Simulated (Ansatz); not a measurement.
**BClH2SSi: small, medium and large basis sets**

An exercise on one series of results from a longer session: the logs are not shown, and one member is left open.

The runs use Ansatz 0.2.0, Gaussian basis; one geometry, several basis sets.

Levels to be run: PBE0-D4/def2-SVP; ωB97M-V/def2-SVP; PBE0-D4/def2-QZVPP; ωB97M-V/def2-QZVPP; the functionals' def2-TZVPP values are taken from earlier runs.

**The geometry**

An earlier PBE0-D4 in a triple-zeta def2 set relaxation fixed the geometry.

SMILES `ClB1[SiH2]S1`, 6 atoms, charge 0, spin multiplicity 1.

Atoms are counted from 1 here; the program's logs count them from 0.

Bond lengths: Cl1–B2 1.722 Å, B2–Si3 1.928 Å, B2–S4 1.769 Å, Si3–S4 2.181 Å, Si3–H5 1.482 Å, Si3–H6 1.482 Å. Angles: Cl1–B2–Si3 153.3°, Cl1–B2–S4 134.5°, Si3–B2–S4 72.2°, B2–Si3–S4 50.5°, B2–Si3–H5 123.9°, B2–Si3–H6 123.9°, S4–Si3–H5 114.1°, S4–Si3–H6 114.1°, H5–Si3–H6 111.7°, B2–S4–Si3 57.3°.

The first run:

in.yaml

```yaml
crystal:
  periodic: [false, false, false]
  atoms:
    - {symbol: Cl, position_ang: [-0.167233, -2.680102, 0.669741]}
    - {symbol: B, position_ang: [-0.268028, -1.043812, 0.142332]}
    - {symbol: Si, position_ang: [0.398216, 0.758577, -0.018798]}
    - {symbol: S, position_ang: [-1.457604, -0.105637, -0.771271]}
    - {symbol: H, position_ang: [1.332973, 1.201457, -1.079529]}
    - {symbol: H, position_ang: [0.203776, 1.805618, 1.011223]}
basis:
  gaussian: {orbitals: def2-SVP}
hamiltonian: {xc: pbe0, dispersion: d4}
output: {orbitals: {seedname: orbitals}}
```

The run is started by

```console
$ ansatz run in.yaml --threads 2 --pin off --events-out ev --progress --plain --max-ram 4352MiB
```

Among the steps run: PBE0-D4 in def2-SVP; ωB97M-V in def2-SVP; PBE0-D4 in def2-QZVPP; ωB97M-V in def2-QZVPP.

One of the session's tables, all rows but one given; the rest of the session is left out.

It belongs to the step «Density functionals: the series». 

```
functional       basis  HOMO (eV)  LUMO (eV)
   PBE0-D4    def2-SVP      -7.29      -1.54
   PBE0-D4  def2-TZVPP      -7.31      -1.75
   PBE0-D4  def2-QZVPP          ?          ?
   ωB97M-V    def2-SVP      -9.26       0.60
   ωB97M-V  def2-TZVPP      -9.32       0.32
   ωB97M-V  def2-QZVPP      -9.35       0.24
```

**Question.** Estimate the row for PBE0-D4, def2-QZVPP.

As computed: HOMO (eV): -7.33; LUMO (eV): -1.81. In the column «HOMO (eV)» it lies between ωB97M-V, def2-SVP (-9.26) and PBE0-D4, def2-TZVPP (-7.31).
